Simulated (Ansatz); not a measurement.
# C₅H₁₁Cl₃Si: basis-set convergence

An exercise on one series of results from a longer session: the logs are not shown, and one member is left open.

The runs use Ansatz 0.2.0, Gaussian basis; one geometry, several basis sets.

Levels to be run: PBE0-D4/def2-SVP; ωB97M-V/def2-SVP; PBE0-D4/def2-QZVPP; ωB97M-V/def2-QZVPP; the functionals' def2-TZVPP values are taken from earlier runs.

## The geometry

An earlier PBE0-D4 in a triple-zeta def2 set relaxation fixed the geometry.

SMILES `CC(C)(C)C[Si](Cl)(Cl)Cl`, 20 atoms, charge 0, spin multiplicity 1.

Atoms are counted from 1 here; the program's logs count them from 0.

Bond lengths: C1–C2 1.526 Å, C1–H10 1.093 Å, C1–H11 1.091 Å, C1–H12 1.093 Å, C2–C3 1.526 Å, C2–C4 1.529 Å, C2–C5 1.539 Å, C3–H13 1.093 Å, C3–H14 1.093 Å, C3–H15 1.091 Å, C4–H16 1.093 Å, C4–H17 1.093 Å, C4–H18 1.093 Å, C5–Si6 1.855 Å, C5–H19 1.098 Å, C5–H20 1.098 Å, Si6–Cl7 2.042 Å, Si6–Cl8 2.042 Å and more. Angles: C2–C1–H10 110.0°, C2–C1–H11 111.9°, C2–C1–H12 111.4°, H10–C1–H11 107.7°, H10–C1–H12 107.8°, H11–C1–H12 107.8°, C1–C2–C3 109.6°, C1–C2–C4 108.8°, C1–C2–C5 111.2°, C3–C2–C4 108.8°, C3–C2–C5 111.2°, C4–C2–C5 107.0°, C2–C3–H13 110.0°, C2–C3–H14 111.4°, C2–C3–H15 111.9°, H13–C3–H14 107.8°, H13–C3–H15 107.7°, H14–C3–H15 107.8° and more.

The first run:

File in.yaml:

```yaml
crystal:
  periodic: [false, false, false]
  atoms:
    - {symbol: C, position_ang: [-0.676120, -1.507630, -0.192460]}
    - {symbol: C, position_ang: [-0.000219, -0.318502, 0.483194]}
    - {symbol: C, position_ang: [-1.053397, 0.544794, 1.170856]}
    - {symbol: C, position_ang: [0.976535, -0.839564, 1.537797]}
    - {symbol: C, position_ang: [0.822157, 0.502947, -0.526200]}
    - {symbol: Si, position_ang: [0.102780, 1.359044, -2.006822]}
    - {symbol: Cl, position_ang: [-1.257871, 2.809808, -1.546017]}
    - {symbol: Cl, position_ang: [-0.772205, 0.096713, -3.351933]}
    - {symbol: Cl, position_ang: [1.659447, 2.275953, -2.965532]}
    - {symbol: H, position_ang: [-1.161155, -2.138086, 0.557306]}
    - {symbol: H, position_ang: [-1.439989, -1.190832, -0.904505]}
    - {symbol: H, position_ang: [0.048585, -2.124500, -0.730863]}
    - {symbol: H, position_ang: [-1.548715, -0.026765, 1.960069]}
    - {symbol: H, position_ang: [-0.605017, 1.430365, 1.629448]}
    - {symbol: H, position_ang: [-1.821646, 0.882287, 0.473131]}
    - {symbol: H, position_ang: [1.745577, -1.471804, 1.085493]}
    - {symbol: H, position_ang: [0.449624, -1.435196, 2.287993]}
    - {symbol: H, position_ang: [1.477484, -0.015578, 2.053386]}
    - {symbol: H, position_ang: [1.611702, -0.130486, -0.952612]}
    - {symbol: H, position_ang: [1.350842, 1.306434, 0.004270]}
basis:
  gaussian: {orbitals: def2-SVP}
hamiltonian: {xc: pbe0, dispersion: d4}
output: {orbitals: {seedname: orbitals}}
```

Run with:

```bash
> ansatz run in.yaml --threads 4 --pin off --events-out ev --progress --plain --max-ram 66560MiB --backend cpu
```

Among the steps run: PBE0-D4 in def2-SVP; ωB97M-V in def2-SVP; PBE0-D4 in def2-QZVPP; ωB97M-V in def2-QZVPP.

One of the session's tables, all rows but one given; the rest of the session is left out.

It belongs to the step «Density functionals: the series». 

```
functional       basis  HOMO (eV)  LUMO (eV)
   PBE0-D4    def2-SVP      -8.65       0.74
   PBE0-D4  def2-TZVPP          ?          ?
   PBE0-D4  def2-QZVPP      -8.70       0.07
   ωB97M-V    def2-SVP     -10.80       2.61
   ωB97M-V  def2-TZVPP     -10.87       2.03
   ωB97M-V  def2-QZVPP     -10.89       1.38
```

Estimate the missing values for PBE0-D4, def2-TZVPP.

The run gave: HOMO (eV): -8.68; LUMO (eV): 0.32. In the column «HOMO (eV)» it lies between PBE0-D4, def2-QZVPP (-8.70) and PBE0-D4, def2-SVP (-8.65).
